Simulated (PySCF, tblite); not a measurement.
# C₄H₁₂SeSi: geometry, infrared bands and NMR shifts

Aim: predict the infrared bands and NMR shifts of C₄H₁₂SeSi (`CCC[SiH2][Se]C`).

The runs use tblite 0.8.0 and PySCF 2.14.0, with density-fitted response routines of our own; the level of theory stands in each step. All values are computed, except where a source is named. Atoms count from 0, in the outputs and in this text.

**1. Starting geometry**

18 atoms, charge 0, multiplicity 1; geometry from: force field or distance geometry start.

Bonds of the start (Å): C0–C1 1.51, C1–C2 1.53, C2–Si3 1.86, Si3–Se4 2.31, Se4–C5 1.95, C0–H6 1.12, C0–H7 1.10, C0–H8 1.12, C1–H9 1.09, C1–H10 1.12, C2–H11 1.09, C2–H12 1.12, Si3–H13 1.45, Si3–H14 1.48, C5–H15 1.10, C5–H16 1.11, C5–H17 1.10.

**2. Relaxing the molecule with GFN2-xTB**

What the job is given:

```
{"job": {"kind": "relax", "xc": "GFN2-xTB", "basis": "xTB"}, "charge": 0, "multiplicity": 1}
C     -1.914800     1.019900     0.241300
C     -2.203500    -0.350600    -0.314900
C     -1.050500    -1.322300    -0.036000
Si     0.440000    -0.602700    -0.877600
Se     2.234200    -0.575100     0.571700
C      3.545100     0.578500    -0.295300
H     -2.892000     1.473700     0.543000
H     -1.195300     1.050700     1.073300
H     -1.517300     1.691400    -0.558400
H     -2.299500    -0.255700    -1.401300
H     -3.146400    -0.733900     0.157900
H     -0.921300    -1.560400     1.016100
H     -1.323900    -2.260800    -0.587900
H      0.788100    -1.340500    -2.076400
H      0.211900     0.814300    -1.253900
H      4.581600     0.304400    -0.039400
H      3.370500     0.459700    -1.385700
H      3.284300     1.615500    -0.053200
```

On the command line:

```bash
OMP_NUM_THREADS=1 python probes_run.py task.json out
```

The driver reads the jobs from task.json and runs them one after another.

Standard output:

```text
step      E/eV     max force
  0    -533.00530    1.861
  1    -533.15166    0.625
  2    -533.19784    0.450
  3    -533.23743    0.502
  4    -533.26516    0.328
  5    -533.28237    0.311
  6    -533.29452    0.267
  7    -533.30665    0.266
  8    -533.32029    0.262
  9    -533.33364    0.297
 10    -533.34479    0.340
 11    -533.35401    0.266
 12    -533.36243    0.236
 13    -533.37022    0.196
 14    -533.37650    0.182
 15    -533.38094    0.149
 16    -533.38429    0.133
 17    -533.38704    0.139
 18    -533.38908    0.130
 19    -533.39058    0.099
 20    -533.39197    0.092
 21    -533.39366    0.113
 22    -533.39573    0.124
 23    -533.39790    0.120
 24    -533.39986    0.103
 25    -533.40164    0.131
 26    -533.40338    0.122
 27    -533.40517    0.102
 28    -533.40699    0.105
 29    -533.40877    0.095
 30    -533.41037    0.080
 31    -533.41174    0.077
 32    -533.41300    0.107
 33    -533.41435    0.129
 34    -533.41598    0.127
 35    -533.41795    0.125
 36    -533.42011    0.117
 37    -533.42228    0.132
 38    -533.42453    0.118
 39    -533.42688    0.118
 40    -533.42927    0.136
 41    -533.43146    0.136
 42    -533.43325    0.125
 43    -533.43431    0.120
 44    -533.43575    0.127
 45    -533.43698    0.077
 46    -533.43874    0.095
 47    -533.43987    0.112
 48    -533.44160    0.095
 49    -533.44253    0.068
 50    -533.44323    0.073
 51    -533.44385    0.098
 52    -533.44443    0.091
 53    -533.44492    0.058
 54    -533.44532    0.047
 55    -533.44571    0.051
 56    -533.44624    0.076
 57    -533.44696    0.076
 58    -533.44777    0.076
 59    -533.44856    0.064
 60    -533.44941    0.071
 61    -533.45044    0.104
 62    -533.45156    0.100
 63    -533.45268    0.100
 64    -533.45391    0.098
 65    -533.45577    0.122
 66    -533.45821    0.135
 67    -533.46076    0.119
 68    -533.46245    0.068
 69    -533.46329    0.074
 70    -533.46367    0.108
 71    -533.46457    0.094
 72    -533.46563    0.065
 73    -533.46675    0.050
 74    -533.46711    0.040
 75    -533.46735    0.040
 76    -533.46770    0.037
 77    -533.46791    0.034
 78    -533.46809    0.031
 79    -533.46826    0.032
 80    -533.46848    0.034
 81    -533.46871    0.038
 82    -533.46891    0.032
 83    -533.46904    0.024
 84    -533.46916    0.021
 85    -533.46929    0.028
 86    -533.46943    0.036
 87    -533.46956    0.033
 88    -533.46966    0.025
 89    -533.46974    0.020
 90    -533.46984    0.025
 91    -533.46995    0.033
 92    -533.47009    0.033
 93    -533.47025    0.027
 94    -533.47049    0.034
 95    -533.47079    0.035
 96    -533.47106    0.033
 97    -533.47122    0.031
 98    -533.47133    0.037
 99    -533.47148    0.041
100    -533.47170    0.038
101    -533.47194    0.038
102    -533.47210    0.024
103    -533.47219    0.020
104    -533.47226    0.020
105    -533.47234    0.020
106    -533.47242    0.018
107    -533.47248    0.018
108    -533.47253    0.021
109    -533.47261    0.024
110    -533.47275    0.041
111    -533.47298    0.055
112    -533.47326    0.053
113    -533.47352    0.033
114    -533.47371    0.028
115    -533.47388    0.037
116    -533.47407    0.050
117    -533.47428    0.052
118    -533.47441    0.036
119    -533.47454    0.027
120    -533.47461    0.020
121    -533.47469    0.014
122    -533.47474    0.017
123    -533.47479    0.017
124    -533.47483    0.018
125    -533.47488    0.022
126    -533.47495    0.023
127    -533.47504    0.020
128    -533.47512    0.022
129    -533.47521    0.023
130    -533.47529    0.020
131    -533.47536    0.018
132    -533.47543    0.021
133    -533.47548    0.018
134    -533.47551    0.011
135    -533.47554    0.012
136    -533.47555    0.012
137    -533.47557    0.011
138    -533.47558    0.009
```

It took 1.6 s on 1 thread of Arm Neoverse N1, shared host.

Relaxation path: (not every step is listed)

```tsv
step	energy from step 0 (eV)	largest force (eV/Å)
0	0.0000	1.8610
1	-0.1464	0.6251
2	-0.1925	0.4505
3	-0.2321	0.5020
4	-0.2599	0.3276
5	-0.2771	0.3110
6	-0.2892	0.2673
7	-0.3013	0.2662
8	-0.3150	0.2620
20	-0.3867	0.0918
32	-0.4077	0.1069
44	-0.4304	0.1270
56	-0.4409	0.0762
68	-0.4571	0.0682
80	-0.4632	0.0341
92	-0.4648	0.0332
104	-0.4670	0.0197
116	-0.4688	0.0503
128	-0.4698	0.0220
133	-0.4702	0.0175
134	-0.4702	0.0114
135	-0.4702	0.0115
136	-0.4702	0.0121
137	-0.4703	0.0114
138	-0.4703	0.0090
```

Distances of close pairs at the start and the end, largest changes first:

```tsv
bond	before (Å)	after (Å)	change (Å)
C2–Si3	1.857	1.901	+0.044
C2–H12	1.123	1.091	-0.031
C0–H6	1.119	1.088	-0.031
C0–H8	1.117	1.087	-0.030
C1–H10	1.122	1.093	-0.029
Si3–Se4	2.307	2.282	-0.025
C5–H16	1.111	1.086	-0.025
Si3–H13	1.450	1.469	+0.019
```

The end geometry stands in the next job.

**3. Harmonic vibrations with GFN2-xTB**

What the job is given:

```
{"job": {"kind": "ir", "xc": "GFN2-xTB", "basis": "xTB"}, "charge": 0, "multiplicity": 1}
C     -2.254782     0.966507     0.463270
C     -2.241011    -0.332277    -0.329900
C     -0.955744    -1.123214    -0.107187
Si     0.574779    -0.352844    -0.930160
Se     2.212836    -0.302817     0.657713
C      3.636742     0.371724    -0.495464
H     -3.172879     1.519894     0.278936
H     -2.187613     0.758615     1.529003
H     -1.411972     1.595677     0.186940
H     -2.356724    -0.117781    -1.394849
H     -3.095717    -0.941481    -0.023360
H     -0.785710    -1.232366     0.966801
H     -1.086221    -2.130365    -0.506021
H      1.050619    -1.161436    -2.060006
H      0.380923     1.013670    -1.427310
H      4.536214     0.458139     0.106637
H      3.796573    -0.329082    -1.309638
H      3.350928     1.345755    -0.881822
```

Standard output:

```text
mode    cm-1     km/mol
  1     -29.8      0.75
  2      37.1      1.98
  3      88.7      1.05
  4     118.3      0.17
  5     131.8      1.16
  6     170.9      0.63
  7     196.7      1.19
  8     261.6      1.94
  9     363.2     12.01
 10     400.6     24.24
 11     471.1     50.42
 12     544.0      1.59
 13     570.8      7.27
 14     672.3    384.93
 15     707.3    127.10
 16     773.2     92.66
 17     811.2    261.32
 18     846.0      6.59
 19     890.7     18.99
 20     891.1      6.74
 21     947.2      2.25
 22    1029.9     22.56
 23    1066.6      2.43
 24    1125.3     11.20
 25    1203.3      3.29
 26    1249.9      5.05
 27    1288.8     15.74
 28    1300.8      2.72
 29    1347.1      6.55
 30    1417.4      5.88
 31    1437.6      4.09
 32    1440.8      7.07
 33    1468.2      1.38
 34    1498.1      1.68
 35    1501.9      3.60
 36    1506.7      0.75
 37    2201.2    352.90
 38    2225.1    172.31
 39    2953.2     45.77
 40    2959.1     20.35
 41    2975.2     50.53
 42    2981.5     34.88
 43    3014.8      9.78
 44    3023.7     14.88
 45    3032.2     40.38
 46    3034.1     68.69
 47    3036.9      7.10
 48    3039.4     20.00
```

Run time: 1.1 s. Hardware: 1 thread of Arm Neoverse N1, shared host.

The strongest bands and the atoms that carry them (share of the mass-weighted mode):

```tsv
cm⁻¹	km/mol	atoms
672	384.9	H14 44 %, H13 37 %
707	127.1	C2 31 %, Si3 31 %
773	92.7	C2 29 %, H12 28 %, H11 16 %
811	261.3	H14 48 %, H13 42 %
2201	352.9	H13 68 %, H14 28 %
2225	172.3	H14 69 %, H13 29 %
2975	50.5	H9 61 %, H12 12 %, H11 11 %, H10 11 %
3034	68.7	H6 61 %, H8 29 %
```

**4. Shielding tensors: PBE0/pcSseg-1**

The job, as its differences from that of step 3:

```diff
@@ -1,2 +1,2 @@
-{"job": {"kind": "ir", "xc": "GFN2-xTB", "basis": "xTB"}, "charge": 0, "multiplicity": 1}
+{"job": {"kind": "nmr", "xc": "PBE0", "basis": "pcSseg-1"}, "charge": 0, "multiplicity": 1}
 C     -2.254782     0.966507     0.463270
```

With the program's defaults for keys left out, this is: GIAO PBE0/pcSseg-1 NMR shielding, non-relativistic, gas phase.

Standard output:

```text
coarse grid: 64128 points
cycle   1  E = -2849.7775474344  dE = -7.595e-01  |g| = 7.454e-01  |ddm| = 3.728e+00
cycle   2  E = -2849.7741934331  dE =  3.354e-03  |g| = 5.398e-01  |ddm| = 7.442e-01
cycle   3  E = -2849.8224789878  dE = -4.829e-02  |g| = 1.392e-01  |ddm| = 4.884e-01
cycle   4  E = -2849.8273968122  dE = -4.918e-03  |g| = 2.395e-02  |ddm| = 1.379e-01
cycle   5  E = -2849.8275153324  dE = -1.185e-04  |g| = 5.670e-03  |ddm| = 2.593e-02
cycle   6  E = -2849.8275234706  dE = -8.138e-06  |g| = 1.265e-03  |ddm| = 5.944e-03
final grid: 134296 points
cycle   7  E = -2849.8275099627  dE =  2.690e-08  |g| = 1.468e-03  |ddm| = 2.768e-03
cycle   8  E = -2849.8275097338  dE =  2.289e-07  |g| = 1.765e-03  |ddm| = 2.559e-03
cycle   9  E = -2849.8275103679  dE = -6.341e-07  |g| = 1.180e-04  |ddm| = 1.505e-03
cycle  10  E = -2849.8275103719  dE = -3.996e-09  |g| = 1.482e-05  |ddm| = 1.188e-04
cycle  11  E = -2849.8275103720  dE = -4.457e-11  |g| = 3.021e-06  |ddm| = 2.025e-05
converged SCF energy = -2849.8275103720

GIAO shielding tensors (ppm)
atom      isotropic    diamagn.    paramagn.     s11        s22        s33       span
  0 C      170.018     248.159     -78.141    155.472    167.730    186.853     31.382
  1 C      164.718     246.587     -81.869    159.378    163.477    171.298     11.920
  2 C      172.112     253.660     -81.548    160.415    165.879    190.041     29.626
  3 Si     369.935     880.712    -510.777    333.151    344.430    432.224     99.073
  4 Se    2117.327    3003.613    -886.286   1825.012   1863.303   2663.668    838.655
  5 C      177.446     247.477     -70.031    166.771    172.314    193.254     26.482
  6 H       30.522      28.168       2.354     25.743     27.345     38.478     12.735
  7 H       30.901      30.609       0.293     27.170     28.943     36.591      9.422
  8 H       30.469      31.534      -1.065     25.608     31.156     34.642      9.034
  9 H       30.414      30.506      -0.092     25.824     29.055     36.364     10.540
 10 H       29.887      29.169       0.717     24.098     28.303     37.260     13.162
 11 H       31.069      33.624      -2.555     26.103     31.859     35.244      9.141
 12 H       30.110      31.420      -1.309     24.335     29.120     36.876     12.541
 13 H       26.926      30.284      -3.358     22.771     25.404     32.603      9.833
 14 H       26.898      30.782      -3.885     23.467     25.690     31.536      8.069
 15 H       29.981      27.797       2.184     23.368     26.679     39.897     16.529
 16 H       29.796      28.560       1.236     23.159     27.381     38.848     15.689
 17 H       29.764      29.475       0.289     23.021     27.586     38.686     15.665
```

Run time: 61 s. Hardware: 1 thread of Arm Neoverse N1, shared host; peak memory 0.8 GiB.

The references, computed at this level on geometries of the same kind, shield at (ppm): 1H TMS 31.72, 13C TMS 186.9, 29Si TMS 349.2, 77Se Me2Se 1758. Their shielding less the atom's gives the shift. The references are single molecules in the gas phase. Atoms listed in one row are averaged.

```tsv
atoms	environment	σ (ppm)	δ (ppm)
C1	sp3 CH2	164.7	22.2
C0	methyl carbon	170.0	16.9
C2	sp3 CH2 bonded to Si	172.1	14.8
C5	methyl carbon bonded to Se	177.4	9.5
H13, H14	hydrogen on a silicon bonded to C, Se	26.91	4.81
H15, H16, H17	hydrogen on a methyl carbon bonded to Se	29.85	1.87
H9, H10	hydrogen on an sp3 CH2	30.15	1.57
H11, H12	hydrogen on an sp3 CH2 bonded to Si	30.59	1.13
H6, H7, H8	hydrogen on a methyl carbon	30.63	1.09
Si3	silicon bonded to C, Se, 2 H	369.9	-20.8
Se4	selenium bonded to C, Si	2117	-359
```

Charges from the same density, by scheme (e):

```tsv
atoms	Mulliken	IAO	Hirshfeld	ESP fit
C0	-0.29	-0.42	-0.12	-0.36
C1	-0.27	-0.24	-0.06	0.20
C2	-0.54	-0.53	-0.15	-0.42
Si3	0.65	0.62	0.29	0.23
Se4	-0.41	-0.11	-0.07	-0.21
C5	-0.34	-0.53	-0.13	-0.49
```

Mayer bond orders: C0–C1 1.05, C1–C2 1.03, C2–Si3 0.91, Si3–Se4 0.95, Se4–C5 1.02.

**5. Summary of results**

```
                                                              quantity                             value
                             strongest single infrared mode (GFN2-xTB)              672 cm⁻¹, 385 km/mol
                                          zero-point energy (GFN2-xTB)                     91.9 kcal/mol
                                13C shifts against TMS (PBE0/pcSseg-1)         22.2, 16.9, 14.8, 9.5 ppm
1H shifts against TMS (PBE0/pcSseg-1, means over atoms taken as alike)  4.81, 1.87, 1.57, 1.13, 1.09 ppm
                               29Si shifts against TMS (PBE0/pcSseg-1)                         -20.8 ppm
                             77Se shifts against Me2Se (PBE0/pcSseg-1)                          -359 ppm
```

The optimisation took 138 steps and gained 0.470 eV; among the close pairs (by a distance rule), C2–Si3 changed most, from 1.857 to 1.901 Å. The lowest mode is imaginary (30i cm⁻¹), so the xTB geometry is not a minimum. The strongest single mode, at 672 cm⁻¹, moves mainly H14 and H13. Unscaled tight-binding wavenumbers are off by several per cent, some by more. Its intensities can rank the bands wrongly. At PBE0/pcSseg-1: The widest tensor belongs to Se4: span 839 ppm, with a paramagnetic part of -886 ppm. Spin-orbit coupling is left out, which matters for shieldings and couplings at and beside the heavy atoms.
